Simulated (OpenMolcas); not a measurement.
**Au⁵⁺ among point charges: CASSCF and CASPT2 levels and susceptibility**

How does a field of 5 point charges split the states of Au⁵⁺, and what χT follows?

The numbers are computed with OpenMolcas 26.06 (state-averaged CASSCF and CASPT2, spin-orbit coupling by RASSI with atomic mean-field integrals), except any that are marked as measured or tabulated.

## (1) What is computed

- Species: Au⁵⁺ (gold, Z = 79, 74 electrons)
- Basis: ANO-RCC-VDZP [7s6p4d2f], 59 functions
- Scalar Hamiltonian: DKH2, point nucleus
- Inactive shells: 1s 2s 2p 3s 3p 3d 4s 4p 4d 4f 5s 5p
- Active space: 6 electrons in 5 orbitals (5d)
- Some configurations of this space: 5d⁶
- Orbitals: optimised for each spin and parity, averaged over all roots

Outer shells as boxes (Hund's rule):

5d6
```
5d [↑↓][↑ ][↑ ][↑ ][↑ ]
```

The ion sits among 5 point charges of -2 e arranged as a trigonal bipyramid (D3h), 2.11 Å from the ion, with the axial distance 2.194 Å.

Each step is its own input file, run in one work folder so that later steps find the files of earlier ones. Labels, J, g values, rates, χT and fits are worked out afterwards by a script from the matrices that RASSI stores.

## (2) GATEWAY and SEWARD: basis and integrals

File a.inp:

```
&GATEWAY
Coord
1

Au 0.0 0.0 0.0
Basis=ANO-RCC-VDZP
Group=NoSym
NoMove
AngMom=0.0 0.0 0.0
AMFI
XField
5 Angstrom 0
2.110000 0.000000 0.000000 -2.000000
-1.055000 1.827314 0.000000 -2.000000
-1.055000 -1.827314 0.000000 -2.000000
0.000000 0.000000 2.194400 -2.000000
0.000000 0.000000 -2.194400 -2.000000
&SEWARD
```

On the command line:

```sh
> OMP_NUM_THREADS=1 MOLCAS_MEM=1689 MOLCAS_PROJECT=a pymolcas a.inp > a.log
```

## (3) Reference wave functions, quintets, 5 roots

File a.inp:

```
&RASSCF
FileOrb=start.orb
Symmetry=1
Spin=5
nActEl=6 0 0
Inactive=34
Ras2=5
CIRoot=5 5 1
SDav=5
CIMx=300
Iter=120 100
PrWF=0.3
OrbListing=Nothing
MaxOrb=0
>>> COPY $Project.JobIph JOB001
```

start.orb holds the contracted functions of the basis, ordered by shell, or the orbitals of the step before.

## (4) CASSCF: triplets, 45 roots

File a.inp:

```
&RASSCF
FileOrb=start.orb
Symmetry=1
Spin=3
nActEl=6 0 0
Inactive=34
Ras2=5
CIRoot=45 45 1
SDav=45
CIMx=300
Iter=120 100
PrWF=0.3
OrbListing=Nothing
MaxOrb=0
>>> COPY $Project.JobIph JOB002
```

## (5) CASSCF: singlets, 50 roots

File a.inp:

```
&RASSCF
FileOrb=start.orb
Symmetry=1
Spin=1
nActEl=6 0 0
Inactive=34
Ras2=5
CIRoot=50 50 1
SDav=50
CIMx=300
Iter=120 100
PrWF=0.3
OrbListing=Nothing
MaxOrb=0
>>> COPY $Project.JobIph JOB003
```

## (6) RASSI: spin-orbit coupling between the states

File a.inp:

```
&RASSI
NrOfJobIphs=3 5 45 50
1 2 3 4 5
1 2 3 4 5 6 7 8 9 10 11 12 13 14 15 16 17 18 19 20 21 22 23 24 25 26 27
28 29 30 31 32 33 34 35 36 37 38 39 40 41 42 43 44 45
1 2 3 4 5 6 7 8 9 10 11 12 13 14 15 16 17 18 19 20 21 22 23 24 25 26 27
28 29 30 31 32 33 34 35 36 37 38 39 40 41 42 43 44 45 46 47 48 49 50
IphNames
JOB001
JOB002
JOB003
EJob
SpinOrbit
DIPRint=1.0
SOCoupling=1000.0
Subsets=2
Property=9
'ANGMOM' 1 'ANGMOM' 2 'ANGMOM' 3 'MLTPL  1' 1 'MLTPL  1' 2 'MLTPL  1' 3
'AMFI' 1 'AMFI' 2 'AMFI' 3
SOProperty=3
'ANGMOM' 1 'ANGMOM' 2 'ANGMOM' 3
```

## (7) CASPT2: IPEA 0.25, imaginary shift 0.1 (closed shells correlated: 4f 5s 5p)

File a.inp:

```
>>> COPY JOB001 $Project.JobIph
&CASPT2
Multistate=5 1 2 3 4 5
NoMult
Frozen=23
IPEA=0.25
Imaginary=0.1
MaxIter=60
WThr=0.0 0.3 0.05
PrWF=0.5
NoMix
>>> COPY JOB002 $Project.JobIph
&CASPT2
Multistate=45 1 2 3 4 5 6 7 8 9 10 11 12 13 14 15 16 17 18 19 20 21 22
23 24 25 26 27 28 29 30 31 32 33 34 35 36 37 38 39 40 41 42 43 44 45
NoMult
Frozen=23
IPEA=0.25
Imaginary=0.1
MaxIter=60
WThr=0.0 0.3 0.05
PrWF=0.5
NoMix
>>> COPY JOB003 $Project.JobIph
&CASPT2
Multistate=50 1 2 3 4 5 6 7 8 9 10 11 12 13 14 15 16 17 18 19 20 21 22
23 24 25 26 27 28 29 30 31 32 33 34 35 36 37 38 39 40 41 42 43 44 45 46
47 48 49 50
NoMult
Frozen=23
IPEA=0.25
Imaginary=0.1
MaxIter=60
WThr=0.0 0.3 0.05
PrWF=0.5
NoMix
```

(Steps that only read results are left out.)

Before running it: what results should come out? Wanted: spin-free ground state; first state of the same spin within the active space; lowest level; next level.

The runs gave:

| quantity | value |
| --- | --- |
| method | SS-CASPT2, IPEA 0.25, imaginary shift 0.1 (closed shells correlated: 4f 5s 5p) |
| spin-free ground state | 5E, 2-fold in its orbital part |
| first state of the same spin within the active space | 5E at 334 cm⁻¹ |
| lowest level | 2-fold E, g = 0.00, 0.00, 11.36 |
| next level | 505.7 cm⁻¹ |
| χT at 300 K | 4.71 cm³ K/mol |
| effective moment at 300 K | 6.14 μB |

Cost by method:

```
                                                 method  time of its own steps  time with the reference
                                              A. CASSCF                   23 s                     23 s
B. SS-CASPT2, IPEA 0.25, imaginary shift 0.1, +4f 5s 5p                   19 s                     42 s
```

Times are of one thread on a shared host.

**Reading.** The spin-free ground state (5E) comes to 100 % from free-ion D terms and keeps the highest spin of the shell. χT at 300 K is 4.71, against 3.01 cm³ K/mol for the spin alone, so orbital moment adds to it. An active space of the d shell alone favours high spin; real ions in strong fields can be low spin. CASPT2 does not keep the components of a term degenerate, and the means are used. The field of point charges can differ much from that of real complexes. With metal d orbitals alone active, the gaps between spin states are rough; where two lie within a few thousand cm-1, their order is open. This is an electrostatic model: the charges have no orbitals.
